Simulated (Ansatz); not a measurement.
**AlGe (quartet): from Hartree-Fock to the top rungs at distance Ge1–Al2 = 2.467 Å, cc-pVDZ**

Aim: climb from Hartree-Fock through coupled cluster and multireference methods for AlGe (quartet) at one geometry and basis, and see what each rung misses.

Computed with Ansatz 0.2.0, Gaussian basis. Level: cc-pVDZ, core rule «outside noble gas», up to 19 orbitals frozen.

The runs, in order: UHF; CCSD(T) on ROHF; CCSD(T) on UHF; BCCD(T) on ROHF; CISD; CCSDT(Q) on ROHF; CCSDT(Q) on UHF; CASSCF and MRCISD+Q, 5 electrons in 5 orbitals; CASSCF and NEVPT2, 5 electrons in 5 orbitals; CASSCF and MRCISD+Q, 7 electrons in 8 orbitals; CASSCF and NEVPT2, 7 electrons in 8 orbitals; Full CI.

15 further runs of the same task are left out: 13 that didn't finish, 2 set aside as unsound or not needed.

## Step 1: The geometry

The geometry derives from a PBE0/def2-TZVP stationary point (not a proven minimum). One bond is set to the value named and the two fragments are kept rigid. No spin-orbit coupling is included. The filled d shell of Ge may be among the frozen orbitals whatever the setting's name suggests; the logs give the count.

2 atoms, charge 0, spin multiplicity 4.

Atoms are counted from 1 here; the program's logs count them from 0.

Bond lengths: Ge1–Al2 2.467 Å.

## Step 2: UHF

in.yaml

```yaml
crystal:
  periodic: [false, false, false]
  atoms:
    - {symbol: Ge, position_ang: [0.000000, 0.000000, 0.000000]}
    - {symbol: Al, position_ang: [0.000000, 0.000000, 2.466944]}
basis:
  gaussian: {orbitals: cc-pVDZ}
magnetization: {spin_polarized: true, initial_magnetization: 3}
hamiltonian: {xc: hf}
output: {orbitals: {seedname: orbitals}}
```

Run with:

```console
ansatz run in.yaml --threads 1 --pin off --events-out ev --progress --plain --max-ram 2393MiB
```

After this run come: CCSD(T) on ROHF; CCSD(T) on UHF; BCCD(T) on ROHF; CISD; CCSDT(Q) on ROHF; CCSDT(Q) on UHF; CASSCF and MRCISD+Q, 5 electrons in 5 orbitals; CASSCF and NEVPT2, 5 electrons in 5 orbitals; CASSCF and MRCISD+Q, 7 electrons in 8 orbitals; CASSCF and NEVPT2, 7 electrons in 8 orbitals; Full CI.

Q: Predict the results of all the runs planned. Wanted: FCI from the RHF energy; RMP2 from FCI; UMP2 from FCI; RCCSD from FCI; RCCSD(T) from FCI; UCCSD(T) from FCI; RCCSDT(Q) from FCI; UCCSDT(Q) from FCI; NEVPT2 pair from FCI.

**Answer**, as computed:

```
                         quantity                                                             value
          FCI from the ROHF energy                                                        -3.5533 eV
                    RMP2 from FCI                                                        +927.7 meV
                    UMP2 from FCI                                                        +936.9 meV
                   RCCSD from FCI                                                        +192.9 meV
                RCCSD(T) from FCI                                                         +50.9 meV
                UCCSD(T) from FCI                                                         +41.3 meV
               RCCSDT(Q) from FCI                                                          +1.5 meV
               UCCSDT(Q) from FCI                                                          -8.7 meV
             NEVPT2 pair from FCI                                                        +903.6 meV
           MRCISD+Q pair from FCI                                                         +54.2 meV
          NEVPT2 valence from FCI                                                        +524.4 meV
levels within 1 kcal/mol (43 meV)  UCCSD(T), RCCSDT, UCCSDT, RCCSDT(Q), UCCSDT(Q), MRCISD+Q valence
                    T1 diagnostic                                                             0.038
   effectively unpaired electrons                                                              3.10
```

What this shows: RCCSD(T) lands +50.9 meV from the yardstick (1.4 % of the correlation energy). UCCSDT(Q), MRCISD+Q valence fall below full CI: unrestricted runs freeze a spin-polarised core, another one than full CI's, and coupled cluster isn't variational. One determinant dominates. Of the multireference levels listed MRCISD+Q valence comes nearest in total energy (-21.7 meV), which doesn't show that its space is the better one. These misses are within one basis, not against nature; the frozen cores of restricted and unrestricted runs differ, which can shift their rows.

Levels on UHF freeze UHF's core orbitals, full CI those of ROHF, so the U rows can settle a little off it for that reason alone.

With open shells the CI space here admits some triples and quadruples, so it is larger than plain CISD.
